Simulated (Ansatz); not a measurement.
# AlCl3H2S: the cost of one run

Program: Ansatz 0.2.0. Level of theory: RKS PBE/def2-SVP. These are calculated values, not measurements.

## Step 1: The starting structure

Bond lengths: Al1–Cl2 2.580 Å, Al1–Cl3 2.230 Å, Al1–Cl4 2.230 Å, Al1–S5 2.560 Å, S5–H6 1.400 Å, Cl2–H7 1.547 Å, S5–H7 1.592 Å. Angles: Al1–Cl2–H7 70.8°, Cl2–Al1–Cl3 120.0°, Cl2–Al1–Cl4 120.0°, Cl2–Al1–S5 71.6°, Cl3–Al1–Cl4 120.0°, Cl3–Al1–S5 97.0°, Cl4–Al1–S5 101.2°, Al1–S5–H6 109.5°, Al1–S5–H7 70.9°, H6–S5–H7 145.2°, Cl2–H7–S5 146.7°.

As a file:

```xyz
7

Al    0.0000    0.0000    0.0000
Cl    0.0000    0.0000    2.5800
Cl    1.9312    0.0000   -1.1150
Cl   -1.9312    0.0000   -1.1150
S     0.1070   -2.4270    0.8072
H    -0.6505   -3.2374   -0.0469
H     0.0643   -1.4595    2.0709
```

## Step 2: A restrained relaxation towards end A

Springs on the bonds that form and break draw the guess towards this end; the thresholds are loose.

Contents of input.yaml:

```yaml
crystal:
  periodic: [false, false, false]
  atoms:
    - { symbol: Al, position_ang: [0.0, 0.0, 0.0] }
    - { symbol: Cl, position_ang: [0.0, 0.0, 2.58] }
    - { symbol: Cl, position_ang: [1.9312, 0.0, -1.115] }
    - { symbol: Cl, position_ang: [-1.9312, 0.0, -1.115] }
    - { symbol: S, position_ang: [0.107, -2.427, 0.8072] }
    - { symbol: H, position_ang: [-0.6505, -3.2374, -0.0469] }
    - { symbol: H, position_ang: [0.0643, -1.4595, 2.0709] }
basis:
  gaussian: { orbitals: def2-SVP }
hamiltonian:
  xc: pbe
relax:
  f_tol: 0.15
  max_steps: 25
  restrain:
    - { distance: [0, 4], at: 3.46, k: 30.0 }
    - { distance: [6, 1], at: 2.57, k: 30.0 }
    - { distance: [0, 1], at: 2.23, k: 30.0 }
    - { distance: [6, 4], at: 1.4, k: 30.0 }
output:
  orbitals: {}
```

The run is started by

```bash
ansatz run input.yaml --threads 2 --pin off --max-ram 3072MiB --backend cpu --events-out ev --progress --plain --runs-dir out
```

What time and memory should one allow on 2 threads of Intel Xeon at 2.50GHz (Skylake/Cascade Lake), shared host?

About 61 s, with a peak of 0.16 GiB.
